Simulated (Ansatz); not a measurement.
**BH2Cl (SMILES [H]B([H])Cl): HSE06/STO-3G**

What is the electronic atomisation energy of BH2Cl at HSE06/STO-3G? 

The results are computed with Ansatz 0.2.0.

## (1) The molecule

The species is BH2Cl (4 atoms), meant as a singlet with charge 0. SMILES: `[H]B([H])Cl`. Geometry: relaxed at GFN2-xTB.

Bond lengths: B1–Cl4 1.673 Å, B1–H2 1.172 Å, B1–H3 1.172 Å. Angles: H2–B1–Cl4 119.1°, H3–B1–Cl4 119.0°, H2–B1–H3 121.9°.

## (2) A single-point energy at HSE06/STO-3G

molecule.yaml reads:

```yaml
basis:
  gaussian: {orbitals: STO-3G}
crystal:
  periodic: [false, false, false]
  atoms:
    - {symbol: B, position_ang: [0.069310, 0.114420, -0.000410]}
    - {symbol: H, position_ang: [1.240090, 0.070720, 0.015540]}
    - {symbol: H, position_ang: [-0.512130, 1.131590, -0.018950]}
    - {symbol: Cl, position_ang: [-0.797280, -1.316740, 0.003830]}
hamiltonian: {xc: hse06}
magnetization: {spin_polarized: false}
accuracy: high
```

Started as:

```sh
ansatz run molecule.yaml --threads 1 --pin off --max-ram 2610MiB --events-out events.jsonl --progress --plain --runs-dir runs
```

The log of the run:

```text
Warning: RAYON_NUM_THREADS=1 ignored (pool sized by the plan → 1); use --threads N
Functional definition: HSE06
  name "HSE06"
  parameter a = 0.25
  parameter omega = 0.11/bohr
  exchange = pbe_x - a*pbe_x_sr(omega) + a*exact_x_sr(omega)
  correlation = pbe_c
265 factors; integrals over basis functions are off by at most 3.4e-8 eV
53 factors; integrals over basis functions are off by at most 7.9e-10 eV
mean field evaluation 1: about -13081.3276 eV, gradient 1.3e1 eV
mean field evaluation 2: about -13081.2723 eV, gradient 1.4e1 eV
mean field evaluation 4: about -13081.9447 eV, gradient 7.3e-2 eV
mean field evaluation 8: about -13081.9221 eV, gradient 4.4e-5 eV
mean field -13081.92213726 eV, -480.7517712992 hartree, gradient 6.0e-9 eV, S^2 0.000000; 0 other end points of the search recorded, 0 dependent functions left out
reference -13081.92213880 eV, -480.7517713555 hartree; 12, 12 occupied and 4, 4 virtual orbitals, 265 factors
Total energy: -13081.92213880 eV, -480.7517713555 hartree
```

It took 0.93 s on 1 thread of Arm Neoverse V1, shared host.

## (3) The B atom, same level

job.yaml reads:

```yaml
crystal:
  periodic: [false, false, false]
  atoms:
    - {symbol: B, position_ang: [0.000000, 0.000000, 0.000000]}
basis:
  gaussian:
    orbitals: STO-3G
magnetization:
  spin_polarized: true
  initial_magnetization: 1
hamiltonian:
  xc: {name: HSE06}
accuracy: high
```

Run the same way, it converges to -24.23396 Eh (log not shown).

## (4) The Cl atom at the same level

run.yaml reads:

```yaml
crystal:
  periodic: [false, false, false]
  atoms:
    - {symbol: Cl, position_ang: [0.000000, 0.000000, 0.000000]}
basis:
  gaussian:
    orbitals: STO-3G
magnetization:
  spin_polarized: true
  initial_magnetization: 1
hamiltonian:
  xc: {name: HSE06}
accuracy: high
```

Run the same way, it converges to -454.98149 Eh (log not shown).

## (5) The H atom, same level

input.yaml reads:

```yaml
crystal:
  periodic: [false, false, false]
  atoms:
    - symbol: H
      position_ang: [0.000000, 0.000000, 0.000000]
basis:
  gaussian:
    orbitals: STO-3G
hamiltonian:
  xc: hse06
magnetization:
  spin_polarized: true
  initial_magnetization: 1
accuracy: high
```

Run the same way, it converges to -0.46620 Eh (log not shown).

## (6) What came out

At HSE06/STO-3G:

```
                     quantity          value
       molecule: total energy  -480.75177 Eh
         B atom: total energy   -24.23396 Eh
                 B atom: ⟨S²⟩          0.750
        Cl atom: total energy  -454.98149 Eh
                Cl atom: ⟨S²⟩          0.750
         H atom: total energy    -0.46620 Eh
                 H atom: ⟨S²⟩          0.750
electronic atomisation energy      16.433 eV
```

In words: Taking the molecule apart into free atoms costs 16.43 eV (379 kcal/mol), before zero-point energy and without spin-orbit coupling. In a minimal basis such a difference can be off by several eV, whatever the method.
